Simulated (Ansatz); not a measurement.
# H6O2SSi2: how energies converge with the basis set

One table from this session's results is given with a row withheld; the runs are named, their logs left out.

Program: Ansatz 0.2.0, Gaussian basis. Level of theory: one geometry, several basis sets. These are calculated values, not measurements.

The runs, in order: PBE0-D4/def2-SVP; ωB97M-V/def2-SVP; PBE0-D4/def2-QZVPP; ωB97M-V/def2-QZVPP; the functionals' def2-TZVPP values are taken from earlier runs.

## The relaxed structure

The geometry comes from an earlier relaxation with PBE0-D4 in a triple-zeta def2 set; it is a stationary point, not always the lowest conformer.

SMILES `O[SiH2]O[SiH2]S`, 11 atoms, charge 0, spin multiplicity 1.

Atoms are counted from 1 here; the program's logs count them from 0.

Bond lengths: O1–Si2 1.636 Å, O1–H6 0.961 Å, Si2–O3 1.643 Å, Si2–H7 1.485 Å, Si2–H8 1.475 Å, O3–Si4 1.629 Å, Si4–S5 2.143 Å, Si4–H9 1.479 Å, Si4–H10 1.481 Å, S5–H11 1.345 Å. Angles: Si2–O1–H6 116.3°, O1–Si2–O3 111.6°, O1–Si2–H7 111.2°, O1–Si2–H8 106.5°, O3–Si2–H7 107.5°, O3–Si2–H8 108.1°, H7–Si2–H8 112.1°, Si2–O3–Si4 139.3°, O3–Si4–S5 112.1°, O3–Si4–H9 108.0°, O3–Si4–H10 110.8°, S5–Si4–H9 109.9°, S5–Si4–H10 104.0°, H9–Si4–H10 112.0°, Si4–S5–H11 94.4°.

The first run:

Input file in.yaml:

```yaml
crystal:
  periodic: [false, false, false]
  atoms:
    - {symbol: O, position_ang: [-0.810588, 1.722942, 0.904056]}
    - {symbol: Si, position_ang: [-1.372501, 0.186707, 0.900851]}
    - {symbol: O, position_ang: [-0.695743, -0.702019, -0.304356]}
    - {symbol: Si, position_ang: [0.779864, -1.078029, -0.881805]}
    - {symbol: S, position_ang: [2.214675, 0.466557, -0.496602]}
    - {symbol: H, position_ang: [0.138737, 1.829135, 1.009732]}
    - {symbol: H, position_ang: [-1.069178, -0.497906, 2.183667]}
    - {symbol: H, position_ang: [-2.823390, 0.273055, 0.647819]}
    - {symbol: H, position_ang: [0.658355, -1.300625, -2.338500]}
    - {symbol: H, position_ang: [1.332511, -2.262355, -0.184944]}
    - {symbol: H, position_ang: [1.712459, 1.305638, -1.419319]}
basis:
  gaussian: {orbitals: def2-SVP}
hamiltonian: {xc: pbe0, dispersion: d4}
output: {orbitals: {seedname: orbitals}}
```

Steps of the session up to this table: PBE0-D4 in def2-SVP; ωB97M-V in def2-SVP; PBE0-D4 in def2-QZVPP; ωB97M-V in def2-QZVPP.

One table of the session follows, with a row left open; its other results are not shown here.

It belongs to the step «Density functionals: the series». 

```
functional       basis  HOMO (eV)  LUMO (eV)
   PBE0-D4    def2-SVP          ?          ?
   PBE0-D4  def2-TZVPP      -8.01       0.05
   PBE0-D4  def2-QZVPP      -8.02      -0.20
   ωB97M-V    def2-SVP     -10.12       2.50
   ωB97M-V  def2-TZVPP     -10.22       1.78
   ωB97M-V  def2-QZVPP     -10.24       1.26
```

**Question.** Estimate the row for PBE0-D4, def2-SVP.

The run gave: HOMO (eV): -7.94; LUMO (eV): 0.57. In the column «HOMO (eV)» it is the highest.
